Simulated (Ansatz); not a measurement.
**Alloy of LiCl and LiBr (12 of 32 Cl sites exchanged), 64 atoms**

How does this alloy cell relax, and what gap do PBEsol and HSE06 give?

Program: Ansatz 0.2.0, PAW, plane waves. These are calculated values, not measurements.

## (1) The system as built

64 atoms (12 Br, 20 Cl, 32 Li); a = 10.395 Å, b = 10.395 Å, c = 10.395 Å, α = 90.00°, β = 90.00°, γ = 90.00°. All atoms were shaken off their sites by about 0.02 Å along each axis.

The runs, in order: (2) PBEsol cell relaxation at the single k point (¼, ¼, ¼), on 7 threads of Arm Neoverse-V2; (3) HSE06 single point at the Γ point alone, on 7 threads of Arm Neoverse-V2.

## (2) PBEsol relaxation of the cell and the positions

in.yaml

```yaml
crystal:
  lattice:
    - [10.394878, 0.000000, 0.000000]
    - [0.000000, 10.394878, 0.000000]
    - [0.000000, 0.000000, 10.394878]
  atoms:
    - { symbol: Br, position: [0.250138, 0.997467, 0.996801] }
    - { symbol: Br, position: [0.247812, 0.501708, 0.499005] }
    - { symbol: Br, position: [0.748403, 0.498071, 0.999428] }
    - { symbol: Br, position: [0.502443, 0.250609, 0.499030] }
    - { symbol: Br, position: [0.500501, 0.753586, 0.502394] }
    - { symbol: Br, position: [0.999546, 0.999346, 0.249689] }
    - { symbol: Br, position: [0.000611, 0.498961, 0.750827] }
    - { symbol: Br, position: [0.501125, 0.497762, 0.246679] }
    - { symbol: Br, position: [0.501190, 0.503425, 0.747585] }
    - { symbol: Br, position: [0.249963, 0.250176, 0.749952] }
    - { symbol: Br, position: [0.246932, 0.746053, 0.748883] }
    - { symbol: Br, position: [0.750007, 0.749654, 0.250882] }
    - { symbol: Cl, position: [0.250211, 0.997738, 0.502145] }
    - { symbol: Cl, position: [0.249480, 0.496907, 0.000678] }
    - { symbol: Cl, position: [0.748782, 0.000701, 0.001963] }
    - { symbol: Cl, position: [0.752274, 0.000438, 0.500649] }
    - { symbol: Cl, position: [0.750629, 0.501236, 0.500160] }
    - { symbol: Cl, position: [0.000499, 0.246622, 0.000449] }
    - { symbol: Cl, position: [0.000273, 0.246047, 0.501165] }
    - { symbol: Cl, position: [0.998197, 0.751193, 0.001141] }
    - { symbol: Cl, position: [0.997055, 0.750593, 0.501349] }
    - { symbol: Cl, position: [0.500694, 0.249978, 0.998193] }
    - { symbol: Cl, position: [0.495327, 0.750207, 0.999657] }
    - { symbol: Cl, position: [0.001721, 0.997852, 0.752655] }
    - { symbol: Cl, position: [0.001342, 0.500012, 0.252699] }
    - { symbol: Cl, position: [0.499515, 0.000139, 0.253540] }
    - { symbol: Cl, position: [0.498166, 0.997527, 0.751959] }
    - { symbol: Cl, position: [0.250013, 0.251289, 0.248810] }
    - { symbol: Cl, position: [0.249101, 0.746881, 0.250635] }
    - { symbol: Cl, position: [0.749243, 0.247910, 0.251064] }
    - { symbol: Cl, position: [0.749528, 0.250936, 0.751995] }
    - { symbol: Cl, position: [0.753423, 0.749810, 0.751156] }
    - { symbol: Li, position: [0.000926, 0.002570, 0.997947] }
    - { symbol: Li, position: [0.999833, 0.001733, 0.499265] }
    - { symbol: Li, position: [0.999874, 0.502080, 0.998782] }
    - { symbol: Li, position: [0.998988, 0.500333, 0.500395] }
    - { symbol: Li, position: [0.500914, 0.997812, 0.998825] }
    - { symbol: Li, position: [0.499927, 0.001976, 0.497051] }
    - { symbol: Li, position: [0.502762, 0.498779, 0.000168] }
    - { symbol: Li, position: [0.496638, 0.497073, 0.500757] }
    - { symbol: Li, position: [0.251904, 0.249851, 0.001738] }
    - { symbol: Li, position: [0.251845, 0.249517, 0.500655] }
    - { symbol: Li, position: [0.251416, 0.749670, 0.001025] }
    - { symbol: Li, position: [0.250649, 0.750546, 0.503483] }
    - { symbol: Li, position: [0.749981, 0.251897, 0.998110] }
    - { symbol: Li, position: [0.754505, 0.249867, 0.501639] }
    - { symbol: Li, position: [0.750143, 0.748431, 0.998227] }
    - { symbol: Li, position: [0.746568, 0.750614, 0.495705] }
    - { symbol: Li, position: [0.248865, 0.000557, 0.251424] }
    - { symbol: Li, position: [0.250341, 0.000795, 0.750479] }
    - { symbol: Li, position: [0.251516, 0.498549, 0.250151] }
    - { symbol: Li, position: [0.247292, 0.500459, 0.748447] }
    - { symbol: Li, position: [0.750211, 0.004780, 0.250061] }
    - { symbol: Li, position: [0.748404, 0.996251, 0.753194] }
    - { symbol: Li, position: [0.750329, 0.500013, 0.249159] }
    - { symbol: Li, position: [0.749988, 0.501685, 0.749762] }
    - { symbol: Li, position: [0.998203, 0.247909, 0.252333] }
    - { symbol: Li, position: [0.000078, 0.247296, 0.750172] }
    - { symbol: Li, position: [0.998698, 0.748612, 0.247071] }
    - { symbol: Li, position: [0.997453, 0.753369, 0.750532] }
    - { symbol: Li, position: [0.498453, 0.247792, 0.250065] }
    - { symbol: Li, position: [0.499011, 0.249628, 0.750702] }
    - { symbol: Li, position: [0.499146, 0.749431, 0.249574] }
    - { symbol: Li, position: [0.502029, 0.751569, 0.749105] }
  symmetry: { detect: false }
kpoints:
  mp_grid: { grid: [1, 1, 1], shift: [0.25, 0.25, 0.25] }
hamiltonian:
  xc: pbesol
scf:
  occupations: { method: fermi_dirac, width: 0.01 }
relax:
  f_tol: 0.03
  max_steps: 80
  escape_saddle: false
  adjacent_minimum: "off"
  cell: { fix: [shape] }
output:
  forces: true
  eigenvalues: true
  populations: true
```

Started as:

```bash
$ ansatz run in.yaml --threads 7 --pin off --max-ram 13300MiB --runs-dir r --events-out ev --progress --plain
```

The runs that follow: HSE06 on the final geometry.

**Question.** What will these runs give? Wanted: for each run, top filled to lowest empty.

As calculated:

| level | time | k points | top filled to lowest empty (eV) |
| --- | --- | --- | --- |
| PBEsol, relaxation | 40 s (7 CPU threads) | (¼, ¼, ¼) | 5.87 |
| HSE06 | 2 min (7 CPU threads) | Γ | 6.82 |

```
     quantity                                                                         value
   relaxation                                              5 recorded steps, 0.48 eV gained
largest shift                                                                 0.18 Å (Li42)
 relaxed cell  a = 10.408 Å, b = 10.408 Å, c = 10.408 Å, α = 90.00°, β = 90.00°, γ = 90.00°
   mean bonds                                                    Br–Li 2.659, Cl–Li 2.569 Å
```

**In words.** Relaxation gains 0.48 eV, with shifts up to 0.18 Å (Li42), while the volume changes by +0.4 %. The mean lengths of the listed bonds run from Cl–Li 2.57 Å to Br–Li 2.66 Å. The relaxation ran on other k points, so part of any difference from the later rows can come from the mesh. Spin–orbit coupling is left out, which matters for the band edges of the heavier elements here. With one k point the spacing samples only the states that fold onto it, so it can exceed the gap over the zone.
